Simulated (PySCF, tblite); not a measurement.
# C₄H₁₁O₂PSi₂: geometry, infrared bands and NMR shifts

Wanted: the infrared bands and NMR shifts of C₄H₁₁O₂PSi₂ (`C=C[SiH2][Si@@](C)(P)OC=O`), by calculation.

The runs use tblite 0.8.0 and PySCF 2.14.0, with density-fitted response routines of our own; the level of theory stands in each step. All values are computed, except where a source is named. Atoms are numbered from 0 throughout.

### 1 The molecule as given

20 atoms, charge 0, multiplicity 1; geometry from: force field or distance geometry start.

Bonds of the start (Å): C0–C1 1.36, C1–Si2 1.83, Si2–Si3 2.34, Si3–C4 1.85, Si3–P5 2.25, Si3–O6 1.66, O6–C7 1.34, C7–O8 1.23, C0–H9 1.08, C0–H10 1.08, C1–H11 1.07, Si2–H12 1.48, Si2–H13 1.48, C4–H14 1.09, C4–H15 1.09, C4–H16 1.09, P5–H17 1.42, P5–H18 1.42, C7–H19 1.10.

### 2 Relaxing the molecule with GFN2-xTB

What the job is given:

```
{"job": {"kind": "relax", "xc": "GFN2-xTB", "basis": "xTB"}, "charge": 0, "multiplicity": 1}
C      3.119300     1.070100    -0.194500
C      1.915900     1.104000    -0.817500
Si     0.835300    -0.348300    -1.113300
Si    -0.859500    -0.389900     0.497600
C     -2.042700    -1.763500     0.111800
P      0.064500    -0.866100     2.493500
O     -1.582100     1.091900     0.685700
C     -2.213700     1.741800    -0.306800
O     -2.336800     1.359900    -1.465200
H      3.547800     0.155900     0.195500
H      3.684100     1.984000    -0.069400
H      1.526700     2.036500    -1.183300
H      0.252300    -0.251100    -2.474400
H      1.623700    -1.601000    -1.024300
H     -2.836000    -1.824300     0.859600
H     -2.528200    -1.594700    -0.851100
H     -1.537200    -2.729700     0.063400
H      0.874900    -1.951300     2.067900
H      1.105800     0.098700     2.439700
H     -2.619300     2.687700     0.082100
```

Run with:

```
$ OMP_NUM_THREADS=1 python probes_run.py task.json out
```

This one command runs all jobs of the session in turn.

**Question.** This job is followed by: GFN2-xTB harmonic vibrations, gas phase; GIAO PBE0/pcSseg-1 NMR shielding, non-relativistic, gas phase. Predict these results of the whole session: strongest single infrared mode (GFN2-xTB); zero-point energy (GFN2-xTB); ¹³C shifts against TMS (PBE0/pcSseg-1); ¹H shifts against TMS (PBE0/pcSseg-1, means over atoms taken as alike); ²⁹Si shifts against TMS (PBE0/pcSseg-1); ³¹P shifts against H3PO4 (PBE0/pcSseg-1); ¹⁷O shifts against H2O (PBE0/pcSseg-1); surface potential, 1st and 99th percentile.

**Answer**, as computed:

| quantity | value |
| --- | --- |
| strongest single infrared mode (GFN2-xTB) | 1749 cm⁻¹, 422 km/mol |
| zero-point energy (GFN2-xTB) | 85.2 kcal/mol |
| ¹³C shifts against TMS (PBE0/pcSseg-1) | 167.1, 143.9, 140.1, 5.1 ppm |
| ¹H shifts against TMS (PBE0/pcSseg-1, means over atoms taken as alike) | 8.11, 6.57, 6.47, 6.20, 4.83, 4.12, 1.05, 0.52 ppm |
| ²⁹Si shifts against TMS (PBE0/pcSseg-1) | 28.6, -71.3 ppm |
| ³¹P shifts against H3PO4 (PBE0/pcSseg-1) | -297.1 ppm |
| ¹⁷O shifts against H2O (PBE0/pcSseg-1) | 444.1, 222.4 ppm |
| surface potential, 1st and 99th percentile | -1.31 V and 1.13 V |

In words: Relaxing lowered the energy by 0.426 eV in 154 steps; the close pair that moved most is Si3–C4, from 1.854 to 1.914 Å. All 54 modes are real, so the xTB geometry is a minimum. The strongest single mode, at 1749 cm⁻¹, moves mainly C7 and O8. GFN2-xTB is a fitted tight-binding method: band positions and strengths are rough. Its intensities can rank the bands wrongly. At PBE0/pcSseg-1: The widest tensor belongs to O8: span 646 ppm, with a paramagnetic part of -514 ppm. At PBE0/pcSseg-1, counted by nearest atom on the grid, the HOMO lies on P5 30 %; Si3 16 %, the LUMO on C0, C1 about 18 % each; Si3 16 %.
